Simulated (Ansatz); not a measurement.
**CH4BNO: one species, many methods**

The task here is to estimate one member of a computed series from the others.

The runs use Ansatz 0.2.0, Gaussian basis; functionals in def2-TZVPP, the program's frozen cores in correlated methods.

Plan: LDA (SPW92), PBE-D4, revPBE-D4, BLYP-D4, r2SCAN-D4, B97M-V, PBE0-D4, B3LYP-D4, r2SCANh-D4, r2SCAN0-D4, HSE06-D4, BHLYP-D4, CAM-B3LYP-D4, LC-ωPBE, ωB97X-V, ωB97M-V, B2PLYP, PBE-QIDH; CCSD(T)/def2-SVP; CCSD(T)/def2-TZVPP; MP2/def2-QZVPP; extrapolation to the limit; RPA on PBE.

1 further run of the same task is left out (it didn't finish).

## The geometry

An earlier PBE0-D4 in a triple-zeta def2 set relaxation fixed the geometry.

SMILES `OB1CN1`, 8 atoms, charge 0, spin multiplicity 1.

Atoms are counted from 1 here; the program's logs count them from 0.

Bond lengths: O1–B2 1.349 Å, O1–H5 0.959 Å, B2–C3 1.543 Å, B2–N4 1.361 Å, C3–N4 1.492 Å, C3–H6 1.089 Å, C3–H7 1.092 Å, N4–H8 1.003 Å. Angles: B2–O1–H5 112.8°, O1–B2–C3 155.1°, O1–B2–N4 143.2°, C3–B2–N4 61.5°, B2–C3–N4 53.2°, B2–C3–H6 124.7°, B2–C3–H7 119.3°, N4–C3–H6 115.3°, N4–C3–H7 117.0°, H6–C3–H7 113.0°, B2–N4–C3 65.3°, B2–N4–H8 147.7°, C3–N4–H8 129.2°.

The first run:

The input, in.yaml:

```yaml
crystal:
  periodic: [false, false, false]
  atoms:
    - {symbol: O, position_ang: [-1.271629, 0.906717, -1.144906]}
    - {symbol: B, position_ang: [-0.385136, 0.179157, -0.435471]}
    - {symbol: C, position_ang: [0.775879, -0.031161, 0.559219]}
    - {symbol: N, position_ang: [-0.042831, -1.093357, -0.095520]}
    - {symbol: H, position_ang: [-1.085433, 1.847234, -1.119114]}
    - {symbol: H, position_ang: [1.831018, -0.023906, 0.290110]}
    - {symbol: H, position_ang: [0.605616, 0.139972, 1.623939]}
    - {symbol: H, position_ang: [-0.335182, -1.981956, 0.265942]}
basis:
  gaussian: {orbitals: def2-TZVPP}
hamiltonian: {xc: lda}
output: {orbitals: {seedname: orbitals}}
```

On the command line:

```bash
> ansatz run in.yaml --threads 2 --pin off --events-out ev --progress --plain --max-ram 4352MiB
```

Steps of the session up to this table: LDA; PBE-D4 (GGA); revPBE-D4 (GGA); BLYP-D4 (GGA); r2SCAN-D4 (meta-GGA); B97M-V (meta-GGA); B3LYP-D4 (hybrid); r2SCANh-D4 (hybrid); r2SCAN0-D4 (hybrid); HSE06-D4 (hybrid); BHLYP-D4 (hybrid); CAM-B3LYP-D4 (range-separated); LC-ωPBE (range-separated); ωB97X-V (range-separated); ωB97M-V (range-separated); B2PLYP (double hybrid); PBE-QIDH (double hybrid).

One of the session's tables, all rows but one given; the rest of the session is left out.

It belongs to the step «Orbital energies across the functionals». 

```
  functional  HOMO (eV)  LUMO (eV)  gap (eV)
 LDA (SPW92)      -5.96      -0.23      5.74
      PBE-D4      -5.82      -0.12      5.69
   revPBE-D4      -5.76      -0.07      5.69
     BLYP-D4      -5.70      -0.18      5.52
   r2SCAN-D4          ?          ?         ?
      B97M-V      -6.11       0.13      6.24
     PBE0-D4      -7.18       0.71      7.89
    B3LYP-D4      -6.96       0.33      7.28
  r2SCANh-D4      -6.56       0.83      7.39
  r2SCAN0-D4      -7.34       1.16      8.50
    HSE06-D4      -6.77       0.34      7.12
    BHLYP-D4      -8.46       1.26      9.72
CAM-B3LYP-D4      -8.61       1.41     10.01
     LC-ωPBE      -9.99       2.71     12.70
     ωB97X-V      -9.61       2.52     12.13
     ωB97M-V      -9.51       2.01     11.53
```

Q: Estimate the row for r2SCAN-D4 from the others.

Worked estimate for «HOMO (eV)». Against the share of exact exchange, r2SCANh-D4 (0.1, -6.56), r2SCAN0-D4 (0.25, -7.34) give a slope of -5.20 per unit share; at 0 the line stands at -6.04.

As computed: HOMO (eV): -6.04; LUMO (eV): 0.59; gap (eV): 6.63. In «HOMO (eV)» the line misses by 0.00.
